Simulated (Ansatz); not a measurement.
What does this script print? It uses Ansatz 0.2.0, Python API.

`cdhclo.xyz`
```text
8
Lattice="3.6648 0.0 0.0 -1.8324 3.1738099 0.0 0.0 0.0 10.2305" Properties=species:S:1:pos:R:3 pbc="T T T"
Cd   -0.00000000    2.11587327    0.08092325
Cd    1.83240000    1.05793663    5.19617325
H     0.00000000    0.00000000    1.84149000
H     0.00000000    0.00000000    6.95674000
Cl   -0.00000000    2.11587327    3.51213065
Cl    1.83240000    1.05793663    8.62738065
O     0.00000000    0.00000000    0.91256060
O     0.00000000    0.00000000    6.02781060
```

The script, `cdhclo.py`:
```python
"""Editing single keys of the input for CdHClO."""

import ansatz as az


def main() -> None:
    cell = az.Crystal.from_extxyz("cdhclo.xyz")

    job = (
        cell.calculation()
        .functional(az.Functional.LDA)
        .occupations("Fixed")
        .kpoints(5, 5, 2)
        .basis(550)
        .band_table()
    )
    typed = job.input()
    rows = []
    for value in [1, 2, 3]:
        edited = typed.set(az.key.basis.xc_grid, value)
        report = az.Session.from_dict(edited).plan().execute().report
        rows.append((value, report["free_energy_ev"], report["n_iterations"], len(report["eigenvalues_ev"][0]) if "eigenvalues_ev" in report else 0))
    for row in rows:
        print("; ".join(f"{name} = {round(v, 4) if isinstance(v, float) else v}" for name, v in zip(["xc grid", "F eV", "iterations", "bands listed"], row)))


if __name__ == "__main__":
    main()
```

```console
$ python cdhclo.py
xc grid = 1; F eV = -19469.2677; iterations = 8; bands listed = 40
xc grid = 2; F eV = -19469.2677; iterations = 8; bands listed = 40
xc grid = 3; F eV = -19469.2677; iterations = 8; bands listed = 40
```

Reading the output:
- Absolute energies stand on the zero of these potentials, so only differences at equal settings mean something. A total without «per atom» is that of the cell as typed.
- The structure is a deposited one; some such entries were measured under pressure or heat, so a shift against it needn't be the functional's error alone.
- It ran for 16 s on 1 thread of Arm Neoverse V1, on a shared host, peak memory 0.44 GiB.

(Lines on the test bed's own set-up are left out of the output.)
